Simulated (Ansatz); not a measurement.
# Hf (sc type): the cost of one run

Program: Ansatz 0.2.0. Level of theory: DFT PBEsol, with the methods named in each step. These are calculated values, not measurements.

This is Hf in the simple cubic structure; at room conditions it is hcp.

2 further runs of the same task are left out: 1 that didn't finish, 1 set aside as unsound or not needed. Runs told in other sessions of the task aren't counted.

**1. The system as given**

It takes space group Pm-3m (No. 221, cubic). Conventional cell: a = 2.866 Å, b = 2.866 Å, c = 2.866 Å, α = 90.00°, β = 90.00°, γ = 90.00°. Hf (site symmetry m-3m) is surrounded by 6 Hf at 2.87 Å.

As a file:

```cif
data_structure
_symmetry_space_group_name_H-M 'P 1'
_symmetry_Int_Tables_number 1
_cell_length_a 2.8658
_cell_length_b 2.8658
_cell_length_c 2.8658
_cell_angle_alpha 90.000
_cell_angle_beta 90.000
_cell_angle_gamma 90.000
_cell_volume 23.54
loop_
_atom_site_label
_atom_site_type_symbol
_atom_site_fract_x
_atom_site_fract_y
_atom_site_fract_z
_atom_site_occupancy
Hf1 Hf 0.00000 0.00000 0.00000 1
```

Whether this phase is the stable one at these pressures isn't tested.

**2. The reference volume, LAPW**

Contents of input.yaml:

```yaml
crystal:
  lattice:
    - [2.8658323962, 0.0, 0.0]
    - [0.0, 2.8658323962, 0.0]
    - [0.0, 0.0, 2.8658323962]
  atoms:
    - { symbol: Hf, position: [0.0, 0.0, 0.0] }
kpoints:
  mp_grid: { grid: [13, 13, 13] }
  band_path:
    path:
      - [0.0, 0.0, 0.0]
      - [0.0, 0.5, 0.0]
      - [0.5, 0.5, 0.0]
      - [0.0, 0.0, 0.0]
      - [0.5, 0.5, 0.5]
      - [0.0, 0.5, 0.0]
      - [0.5, 0.5, 0.5]
      - [0.5, 0.5, 0.0]
    npoints: 14
scf:
  occupations: { method: fermi_dirac, width: 0.08 }
hamiltonian:
  xc: pbesol
  pseudopotentials: { kind: all_electron, lapw: { basis_error: 0.001 } }
output:
  forces: true
  stress: true
  eigenvalues: true
  populations: true
  dos: { projected: true, de: 0.2, e_range: [-14, 8] }
```

Launch:

```bash
$ ansatz run input.yaml --threads 1 --pin off --max-ram 2048MiB --backend cpu --events-out ev --progress --plain --runs-dir out
```

What time and memory should one allow on 1 thread of Intel Xeon Platinum 8259CL at 2.50GHz (Skylake/Cascade Lake), shared host?

About 15 s, with a peak of 0.36 GiB.
